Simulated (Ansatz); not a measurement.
Consider a comparison of norm-conserving and PAW potentials of K₃Ba, space group Pm-3m (Ansatz's Python interface).

`k3ba_nc_paw.py`:
```python
# -*- coding: utf-8 -*-
"""Norm-conserving against PAW potentials for K3Ba."""

import logging
import sys

import ansatz
import numpy as np
from pymatgen.core import Lattice, Structure
from pymatgen.io.ase import AseAtomsAdaptor

logging.basicConfig(stream=sys.stdout, format="%(levelname)s %(message)s")
logger = logging.getLogger("k3ba")
logger.setLevel(logging.INFO)

config = {
    "smearing_width": 0.1,
}


def count_gap(report):
    # lowest empty less highest filled band, counting bands; zero where they overlap
    return max(report.get("gap_by_band_count_ev") or 0.0, 0.0)

pmg_structure = Structure(
    Lattice([[6.562897, 0.0, 0.0], [0.0, 6.562897, 0.0], [0.0, 0.0, 6.562897]]),
    ["K", "K", "K", "Ba"],
    [
        [0.0, 0.5, 0.5],
        [0.5, 0.0, 0.5],
        [0.5, 0.5, 0.0],
        [0.0, 0.0, 0.0],
    ],
)
structure = ansatz.Crystal.from_ase(AseAtomsAdaptor.get_atoms(pmg_structure))

model = (
    structure.calculation()
    .occupations(ansatz.OccupationsMethod.COLD, width=config["smearing_width"])
    .kpoints(4)
    .functional(ansatz.Functional.PBESOL)
    .stress()
    .forces()
    .band_table()
)
variants = {
    "PAW": model.pseudopotentials("paw"),
    "norm-conserving": model.pseudopotentials("nc"),
}
# totals differ by the cores that each treatment holds, so compare what does not depend on them
rows = []
for label, variant in variants.items():
    report = variant.run(threads=1).report
    levels = np.array(report["eigenvalues_ev"][0]) - report["fermi_energy_ev"]
    print(label, "levels at the first k-point near E_F:", np.round(levels[np.abs(levels) < 5], 3))
    rows.append((label, report["n_electrons"], np.trace(report["stress_gpa"]) / 3, count_gap(report)))
lines = [",".join(["treatment", "electrons in bands", "P GPa", "gap by band count eV"])] + [",".join(f"{v:.4f}" if isinstance(v, float) else str(v) for v in row) for row in rows]
print("\n".join(lines))
with open("nc_paw.csv", "w") as handle:
    handle.write("\n".join(lines) + "\n")
```

How well do the two treatments of the cores agree on the pressure?

PAW gives -0.178 GPa and norm-conserving -0.179 GPa, 0.001 GPa apart. They took 3.3 and 11.8 s of processor time.

What the script printed:

```console
$ python k3ba_nc_paw.py
DeckWarning: basis.ecutwfc = 420 eV, auto-derived from the records' recommended cutoffs: set by K (normal level)
PAW levels at the first k-point near E_F: [-2.346  0.017  0.017  0.983  1.02   1.02   1.02 ]
DeckWarning: basis.ecutwfc = 1006.821291 eV, auto-derived from the records' recommended cutoffs: set by K (normal level)
norm-conserving levels at the first k-point near E_F: [-2.347  0.018  0.018  0.983  1.022  1.022  1.022]
treatment,electrons in bands,P GPa,gap by band count eV
PAW,37.0000,-0.1778,0.0000
norm-conserving,37.0000,-0.1790,0.0000
```
(Warnings from the package without file and line.)

What to keep in mind:
- The computed bands are complete only to about 0.6 eV above the Fermi level.
- The mesh is modest for a metal, so energies can be off by several to tens of meV an atom and pressures by half a GPa or more; differences at equal mesh fare better.
- A gap by band count of zero or less means overlapping bands, a metal, and at an odd count of electrons it is no gap at all.
- This cell is a computed structure, which may not be the phase found in nature.
- Gaps and levels are Kohn-Sham values on a finite set of k-points, without spin-orbit coupling.
- Stress is positive in compression.
- Run time: 16 s on 1 thread of Intel(R) Xeon(R) 6975P-C (Granite Rapids), on a shared host, peak memory 0.91 GiB.

(A comment or docstring line of the script was reworded after the run, the code is as it ran; lines on the test bed's own set-up are left out of the output.)
